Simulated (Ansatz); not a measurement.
Set up this calculation in Ansatz 0.2.0, as the native input.

| Property | Result |
| --- | --- |
| Task | band structure |
| Functional | revPBE |
| Potentials or basis | Ansatz PAW |
| Cutoff | 420 eV (not typed: the program's choice for these potentials) |
| k mesh | 7 × 7 × 7 |
| Occupations | fermi-dirac, width 0.05 eV |
| Spin | no spin polarisation |
| Path | [["G", "X", "W", "K", "G", "L", "U", "W", "L", "K"], ["U", "X"]] |
| Points for each segment of the path | 14 |

BiTe:

```
CELL_PARAMETERS angstrom
0.00000 3.23500 3.23500
3.23500 0.00000 3.23500
3.23500 3.23500 0.00000
ATOMIC_POSITIONS crystal
Bi 0.00000 0.00000 0.00000
Te 0.50000 0.50000 0.50000
```

These files were run (other wordings do the same):

input.yaml

```yaml
crystal:
  lattice:
    - [0.0, 3.235, 3.235]
    - [3.235, 0.0, 3.235]
    - [3.235, 3.235, 0.0]
  atoms:
    - { symbol: Bi, position: [0.0, 0.0, 0.0] }
    - { symbol: Te, position: [0.5, 0.5, 0.5] }
hamiltonian:
  xc: revpbe
  pseudopotentials: { kind: paw }
kpoints:
  mp_grid: { grid: [7, 7, 7] }
  band_path:
    path:
      - [[0.0, 0.0, 0.0], [0.5, 0.0, 0.5], [0.5, 0.25, 0.75], [0.375, 0.375, 0.75], [0.0, 0.0, 0.0], [0.5, 0.5, 0.5], [0.625, 0.25, 0.625], [0.5, 0.25, 0.75], [0.5, 0.5, 0.5], [0.375, 0.375, 0.75]]
      - [[0.625, 0.25, 0.625], [0.5, 0.0, 0.5]]
    npoints: 14
scf:
  occupations: { method: fermi_dirac, width: 0.05 }
  n_extra_bands: 6
output:
  forces: true
  stress: true
  eigenvalues: true
  fatbands: false
  write_density: true
  write_potential: true
  elf: true
  volumetric_format: npy
```

Potentials or basis: Ansatz PAW.

The run is started by

```bash
$ ansatz run input.yaml --threads 2 --pin off --max-ram 5632MiB --backend cpu --events-out ev --progress --plain --runs-dir out
```

Results of the run:

```json
{
 "Pressure": "1.9 GPa",
 "Band gap on the k mesh": "none (metal or under the smearing width)"
}
```

Caveat: spin-orbit coupling is left out, which moves the levels of the heavy elements; the PAW data sets come from PBE, with cores solved anew for the run's functional, which leaves a small shift of forces and pressure.

Run time: 3.1 s on 2 threads of AMD EPYC 7R32 (Zen 2) (shared host), peak memory 0.46 GiB.
